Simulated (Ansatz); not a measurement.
KZrSnSbO6, space group F-43m, a single point from a YAML input

Program: Ansatz's Python interface.

The script reads `input.yaml`:
```yaml
crystal:
  lattice:
    - [0.0, 4.107187, 4.107187]
    - [4.107187, 0.0, 4.107187]
    - [4.107187, 4.107187, 0.0]
  atoms:
    - { symbol: K, position: [0.75, 0.75, 0.75] }
    - { symbol: Zr, position: [0.5, 0.5, 0.5] }
    - { symbol: Sn, position: [0.25, 0.25, 0.25] }
    - { symbol: Sb, position: [0.0, 0.0, 0.0] }
    - { symbol: O, position: [0.756326, 0.243674, 0.243674] }
    - { symbol: O, position: [0.243674, 0.756326, 0.756326] }
    - { symbol: O, position: [0.756326, 0.756326, 0.243674] }
    - { symbol: O, position: [0.243674, 0.243674, 0.756326] }
    - { symbol: O, position: [0.243674, 0.756326, 0.243674] }
    - { symbol: O, position: [0.756326, 0.243674, 0.756326] }
kpoints:
  mp_grid: { grid: [4, 4, 4] }
hamiltonian:
  xc: lda
scf:
  occupations: { method: fixed }
basis:
  ecutwfc: 510
output:
  stress: true
  eigenvalues: true
```

The cells in order, each with its output:

**Cell 1**
```python
import ansatz as az
import yaml

with open("input.yaml") as handle:
    tree = yaml.safe_load(handle)
print("sections:", list(tree))
res = az.Session.from_dict(tree).plan(threads=1).execute()
r = res.report
```
Output:
```text
sections: ['crystal', 'kpoints', 'hamiltonian', 'scf', 'basis', 'output']
```

**Cell 2**
```python
r["kpoints_frac"][:4]
```
Output:
```text
[[0.0, 0.0, 0.0], [0.0, 0.0, 0.25], [0.0, 0.0, -0.5], [0.0, 0.25, 0.25]]
```

**Cell 3**
```python
n_atoms = len(r["lattice"]["sites"])
print("F =", round(r["free_energy_ev"], 4), "eV for", n_atoms, "atoms")
print("E(sigma -> 0) =", round(r["energy_sigma0_ev"], 4), "eV, TS =", round(r["entropy_ts_ev"], 5), "eV")
print("closed by", r["closed_by"], "after", r["n_iterations"], "iterations")
```
Output:
```text
F = -21126.0426 eV for 10 atoms
E(sigma -> 0) = -21126.0426 eV, TS = 0.0 eV
closed by deck_thresholds after 7 iterations
```

**Cell 4**
```python
gap = None if "band_edges_ev" not in r else r["band_edges_ev"][1] - r["band_edges_ev"][0]
print("gap on the k mesh:", "withheld (metal, or smearing too wide to tell)" if gap is None else f"{gap:.3f} eV")
print("lowest empty less highest filled band, by band count:", round(r["gap_by_band_count_ev"], 3), "eV")
```
Output:
```text
gap on the k mesh: 2.711 eV
lowest empty less highest filled band, by band count: 2.711 eV
```

**Cell 5**
```python
fermi = r["fermi_energy_ev"]
print("levels less the Fermi level (eV) at the first k-points")
for k, levels in list(zip(r["kpoints_frac"], r["eigenvalues_ev"]))[:4]:
    print("k = ({:.3f}, {:.3f}, {:.3f})".format(*k))
    print("   ", " ".join(f"{e - fermi:.3f}" for e in levels))
```
Output:
```text
levels less the Fermi level (eV) at the first k-points
k = (0.000, 0.000, 0.000)
    -47.513 -28.351 -28.351 -28.151 -28.151 -28.151 -26.853 -25.780 -25.780 -25.780 -20.331 -20.331 -20.331 -20.320 -20.320 -17.880 -16.011 -16.011 -16.011 -15.677 -15.677 -10.714 -10.714 -10.714 -8.314 -4.595 -4.465 -4.465 -4.465 -3.513 -3.513 -3.513 -3.030 -3.030 -1.054 -1.054 -1.054 -1.037 -1.037 -1.037 -0.000 -0.000 0.000 3.757 4.475 4.475 4.475 5.697 5.697 5.697
k = (0.000, 0.000, 0.250)
    -47.513 -28.352 -28.352 -28.152 -28.151 -28.151 -26.853 -25.781 -25.778 -25.778 -20.331 -20.330 -20.330 -20.320 -20.320 -17.718 -16.286 -16.266 -16.266 -15.403 -15.403 -10.685 -10.685 -10.623 -7.903 -5.572 -4.798 -4.798 -4.376 -3.528 -3.528 -2.782 -2.311 -2.311 -1.472 -1.472 -1.227 -0.931 -0.931 -0.928 -0.292 -0.292 -0.154 3.836 4.449 4.623 4.623 5.008 5.342 5.342
k = (0.000, 0.000, -0.500)
    -47.513 -28.353 -28.353 -28.152 -28.151 -28.151 -26.853 -25.782 -25.776 -25.776 -20.332 -20.329 -20.329 -20.319 -20.319 -17.467 -16.642 -16.413 -16.413 -15.236 -15.236 -10.654 -10.654 -10.529 -7.395 -5.950 -5.090 -5.090 -4.884 -3.190 -3.190 -2.546 -2.184 -2.184 -1.507 -1.507 -0.956 -0.956 -0.709 -0.706 -0.610 -0.610 -0.401 2.760 4.789 4.789 4.807 5.040 5.040 5.040
k = (0.000, 0.250, 0.250)
    -47.513 -28.352 -28.351 -28.152 -28.151 -28.151 -26.853 -25.781 -25.781 -25.777 -20.333 -20.328 -20.328 -20.320 -20.319 -17.732 -16.467 -16.046 -16.046 -15.672 -15.415 -10.659 -10.659 -10.623 -8.002 -5.765 -4.918 -4.254 -4.254 -3.166 -3.166 -3.038 -2.841 -2.040 -1.459 -1.459 -1.243 -1.054 -1.045 -1.045 -0.529 -0.529 -0.014 3.853 4.422 4.556 4.556 4.613 5.312 5.312
```

Caveats:
- Total energies depend on the potentials; only differences at equal settings carry meaning. A total without «per atom» is that of the cell as typed.
- Spin is left out of this run.
- Semilocal gaps usually lie well under measured ones.
- The computed bands are complete only to about 5.0 eV above the Fermi level.
- At these settings the cell as given stands under about -10 GPa, so it isn't at this functional's equilibrium volume.
- The structure comes from a database of computed cells and needn't be a stable or known phase.
- Levels are Kohn-Sham eigenvalues on this mesh, without spin-orbit coupling.
- Hardware and time: 4.5 s on 1 thread of Intel(R) Xeon(R) Platinum 8488C (Sapphire Rapids) (shared host), peak memory 0.51 GiB.

(Lines on the test bed's own set-up are left out of the output.)
